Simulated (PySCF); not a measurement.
The system is OGaFBrH, in a box.

```
CELL_PARAMETERS angstrom
11.00000 0.00000 0.00000
0.00000 13.00000 0.00000
0.00000 0.00000 13.00000
ATOMIC_POSITIONS crystal
O 0.43147 0.37780 0.56541
Ga 0.47662 0.48933 0.49852
F 0.44536 0.49267 0.36781
Br 0.57089 0.62543 0.57113
H 0.45097 0.37990 0.63742
```

Base run:

```yaml
Program: PySCF 2.14.0
Functional: OLYP
Dispersion: D3(BJ)
Potentials_or_basis: def2-svp (all-electron)
k_mesh: 1 × 1 × 1
Occupations: fixed
Spin: no spin polarisation
```

Its results: gap between the frontier levels 5.11 eV.

Question: After a change of settings the same cell gave: gap between the frontier levels 4.90 eV. Which change was it?
A. functional from OLYP to TM; dispersion from D3(BJ) to none
B. functional from OLYP to HCTH407; dispersion from D3(BJ) to none
C. functional from OLYP to SVWN5; dispersion from D3(BJ) to none

Answer: C.

Caveats: this is a molecule in a periodic box at the Γ point, so its band gap is the HOMO-LUMO gap; relativity is left out, which matters for the heavier elements; the basis of atomic orbitals isn't converged, which shifts pressures, moduli and gaps.
